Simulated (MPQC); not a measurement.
**SnHOF (SMILES [OH][Sn][F]): levels of theory compared**

We compute a comparison of 3 runs (HF/STO-3G, HF/3-21G, PBE0/STO-3G) of SnHOF. 

The calculation is run with MPQC 2.3.1.

5 further runs of the same task are left out: 5 set aside as unsound or not needed.

## 1. The molecule

SnHOF has 4 atoms, charge 0, and is taken as a singlet. SMILES: `[OH][Sn][F]`. The shape comes from GFN2-xTB, which is rough for such elements, and wasn't checked as a minimum.

Bond lengths: O1–Sn2 2.020 Å, Sn2–F3 2.083 Å, O1–H4 0.956 Å. Angles: O1–Sn2–F3 97.9°, Sn2–O1–H4 130.1°.

## 2. Energy and forces at HF/STO-3G (run 1)

Input file run.in:

```
molecule<Molecule>: (
   symmetry = c1
   unit = angstrom
   { atoms geometry } = {
      O  [ -0.978760     0.328570    -0.531280 ]
      Sn [ -0.088130    -1.234360     0.387510 ]
      F  [ 1.721100    -0.306850     0.841040 ]
      H  [ -0.654220     1.212640    -0.697260 ]
   }
)
basis<GaussianBasisSet>: (
   name = "STO-3G"
   molecule = $:molecule
   basisdir = "."
   puream = yes
)
mpqc: (
   checkpoint = no
   savestate = no
   restart = no
   do_energy = yes
   do_gradient = yes
   optimize = no
   mole<CLHF>: (
      molecule = $:molecule
      basis = $:basis
      total_charge = 0
      memory = 1000000000
      print_evals = yes
      maxiter = 120
      value_accuracy = 1e-08
   )
)
```

The basis set STO-3G is read from a file made from the Basis Set Exchange's data (not shown).

The run is started by

```console
$ mpqc run.in > run.out
```

The log of the run:

```text
MPQC: Massively Parallel Quantum Chemistry
[...]
  CLSCF::init: total charge = 0
[...]
  nbasis = 38
[...]
  iter     1 energy = -6133.5373275400 delta = 5.14185e-01
[...]
  LUMO is    35   A =   0.171854
  total scf energy = -6135.7072491252
[...]
Value of the MolecularEnergy: -6135.7072491252
  Gradient of the MolecularEnergy:
      1    0.0010821603
      2    0.0897672400
      3   -0.0304622997
      4   -0.0438840131
      5   -0.0914379440
      6    0.0127434399
      7    0.0755921488
      8    0.0305058396
      9    0.0217902381
     10   -0.0327902961
     11   -0.0288351355
     12   -0.0040713783
[...]
      symmetry = c1
[...]
```

Wall time 0.77 s (1 thread of Intel Xeon 6975P-C (Granite Rapids), shared host).

## 3. Energy and forces at HF/3-21G (run 2)

Input file mol.in:

```
% FHOSn
molecule<Molecule>: (
  symmetry = c1
  unit = angstrom
  { atoms geometry } = {
    O  [ -0.978760       0.328570      -0.531280 ]
    Sn [ -0.088130      -1.234360       0.387510 ]
    F  [ 1.721100      -0.306850       0.841040 ]
    H  [ -0.654220       1.212640      -0.697260 ]
  }
)
basis<GaussianBasisSet>: (
  name = "3-21G"
  molecule = $:molecule
  basisdir = "."
  puream = yes
)
mpqc: (
  checkpoint = no
  savestate = no
  restart = no
  do_energy = yes
  do_gradient = yes
  optimize = no
  mole<CLHF>: (
    molecule = $:molecule
    basis = $:basis
    total_charge = 0
    memory = 1000000000
    print_evals = yes
    maxiter = 120
    value_accuracy = 1e-08
  )
)
```

The basis set 3-21G is read from a file made from the Basis Set Exchange's data (not shown).

The run is started by

```console
$ mpqc mol.in > mol.out
```

The log of the run:

```text
MPQC: Massively Parallel Quantum Chemistry
[...]
  CLSCF::init: total charge = 0
[...]
  nbasis = 51
[...]
  iter     1 energy = -6159.7623698686 delta = 3.44550e-01
[...]
  LUMO is    35   A =   0.015538
  total scf energy = -6170.2625867206
[...]
Value of the MolecularEnergy: -6170.2625867206
  Gradient of the MolecularEnergy:
      1   -0.0211092557
      2    0.0431626800
      3   -0.0238832247
      4   -0.0342432412
      5   -0.0597234973
      6    0.0059378008
      7    0.0598930628
      8    0.0249504287
      9    0.0169961739
     10   -0.0045405660
     11   -0.0083896114
     12    0.0009492500
[...]
      symmetry = c1
[...]
```

It took 1.7 s on 1 thread of Intel Xeon 6975P-C (Granite Rapids), shared host.

## 4. Energy and forces at PBE0/STO-3G (run 3)

Input file job.in:

```
molecule<Molecule>: (
   symmetry = c1
   unit = angstrom
   { atoms geometry } = {
      O  [ -0.978760       0.328570      -0.531280 ]
      Sn [ -0.088130      -1.234360       0.387510 ]
      F  [ 1.721100      -0.306850       0.841040 ]
      H  [ -0.654220       1.212640      -0.697260 ]
   }
)
basis<GaussianBasisSet>: (
   name = "STO-3G"
   molecule = $:molecule
   basisdir = "."
   puream = yes
)
mpqc: (
   checkpoint = no
   savestate = no
   restart = no
   do_energy = yes
   do_gradient = yes
   optimize = no
   mole<CLKS>: (
      molecule = $:molecule
      basis = $:basis
      total_charge = 0
      memory = 1000000000
      print_evals = yes
      maxiter = 120
      value_accuracy = 1e-08
      functional<SumDenFunctional>: (
         a0 = 0.25
         coefs = [ 0.75 1 ]
         funcs: [ <PBEXFunctional>: () <PBECFunctional>: () ]
      )
      integrator<RadialAngularIntegrator>: ( grid = xfine )
   )
)
```

The basis set STO-3G is read from a file made from the Basis Set Exchange's data (not shown).

The run is started by

```console
$ mpqc job.in > job.out
```

The log of the run:

```text
MPQC: Massively Parallel Quantum Chemistry
[...]
  CLSCF::init: total charge = 0
[...]
  nbasis = 38
[...]
  WARNING: BeckeIntegrationWeight usually uses the atomic maximum
           probability radius, however this is not available for
[...]
  Integrated electron density error = 0.004592498911
  iter     1 energy = -6136.1305903915 delta = 5.14185e-01
[...]
  Integrated electron density error = -0.000012082837
  iter    15 energy = -6138.0255868339 delta = 1.86664e-06
  Integrated electron density error = -0.000012082824
  iter    16 energy = -6138.0255868728 delta = 4.95758e-07
  Integrated electron density error = -0.000012082821
  iter    17 energy = -6138.0255868723 delta = 5.87630e-08
[...]
  LUMO is    35   A =   0.059552
  total scf energy = -6138.0255868723
[...]
  Integrated electron density error = -0.000012083450
  Total Gradient:
[...]
Value of the MolecularEnergy: -6138.0255868723
  Gradient of the MolecularEnergy:
      1    0.0176361249
      2    0.1070517063
      3   -0.0293363521
      4   -0.0360063639
      5   -0.0734225850
      6    0.0101482042
      7    0.0600335010
      8    0.0243070060
      9    0.0170251779
     10   -0.0416632620
     11   -0.0579361273
     12    0.0021629700
[...]
        symmetry = c1
[...]
```

It took 9 s on 1 thread of Intel Xeon 6975P-C (Granite Rapids), shared host.

## 5. The series

| run | level | integration grid | energy (Eh) | HOMO energy (eV) | LUMO energy (eV) | HOMO–LUMO gap (eV) | wall time |
| --- | --- | --- | --- | --- | --- | --- | --- |
| 1 | HF/STO-3G | – | -6135.707249 | -5.81 | 4.68 | 10.49 | 0.77 s |
| 2 | HF/3-21G | – | -6170.262587 | -10.08 | 0.42 | 10.50 | 1.7 s |
| 3 | PBE0/STO-3G | xfine | -6138.025587 | -3.34 | 1.62 | 4.96 | 9 s |

## 6. What came out

```
                       quantity           value
            run 3: total energy  -6138.02559 Eh
             run 3: HOMO energy        -3.34 eV
             run 3: LUMO energy         1.62 eV
           run 3: HOMO–LUMO gap         4.96 eV
run 3: largest force on an atom      5.779 eV/Å
```

The HOMO–LUMO gap runs from 4.96 eV (PBE0/STO-3G) to 10.50 eV (HF/3-21G). The two ends differ in method and basis. In runs 1, 3 the basis is minimal, so the values are rough. In runs 1, 2, 3 relativity is left out where basis or elements ask for it. All runs together took 12 s, the longest 9 s.
